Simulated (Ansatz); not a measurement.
# SnSe2: the cost of one run

Program: Ansatz 0.2.0. Level of theory: DFT PBE, scalar-relativistic, plane waves, PAW. These are calculated values, not measurements.

**1. Starting point**

The structure is trigonal, space group P-3m1 (No. 164). Conventional cell: a = 3.872 Å, b = 3.872 Å, c = 6.988 Å, α = 90.00°, β = 90.00°, γ = 120.00°. Around Sn (site symmetry -3m) lie 6 Se at 2.75 Å. Se (site symmetry 3m) is surrounded by 3 Sn at 2.75 Å.

As a file:

```
CELL_PARAMETERS angstrom
3.87175 0.00000 0.00000
-1.93587 3.35303 0.00000
0.00000 0.00000 6.98808
ATOMIC_POSITIONS crystal
Sn 0.00000 0.00000 0.00000
Se 0.33333 0.66667 0.22815
Se 0.66667 0.33333 0.77185
```

The cell was relaxed beforehand at this level, from a generated guess; it needn't be the stable form of this composition. At a tolerance of 0.02 Å it has space group P-3m1 (No. 164); it has 30.24 Å³/atom, an uncorrected energy of -0.34 eV/atom over the elements and, on its mesh, gap 0.70 eV.

**2. Volume × 0.97**

File input.yaml:

```yaml
crystal:
  lattice:
    - [3.8326362913, 0.0, 0.0]
    - [-1.9163181457, 3.3191603918, 0.0]
    - [0.0, 0.0, 6.9174841623]
  atoms:
    - { symbol: Sn, position: [0.0, 0.0, 0.0] }
    - { symbol: Se, position: [0.3333333333, 0.6666666667, 0.2281475578] }
    - { symbol: Se, position: [0.6666666667, 0.3333333333, 0.7718524422] }
basis:
  ecutwfc: 420
kpoints:
  mp_grid: { grid: [12, 12, 4] }
hamiltonian:
  xc: pbe
scf:
  occupations: { method: gaussian, width: 0.02 }
output:
  forces: true
  stress: true
  eigenvalues: true
  write_density: true
  write_potential: true
  elf: true
  volumetric_format: npy
relax:
  adjacent_minimum: "off"
  f_tol: 0.01
  max_steps: 30
  cell: { stress_tol: 0.1, fix: [volume] }
```

Command:

```bash
$ ansatz run input.yaml --threads 1 --pin off --max-ram 2560MiB --backend cpu --events-out ev --progress --plain --runs-dir out
```

Q: Estimate wall time and peak memory on 1 thread of Arm Neoverse V2, shared host.

About 46 s, with a peak of 0.45 GiB.
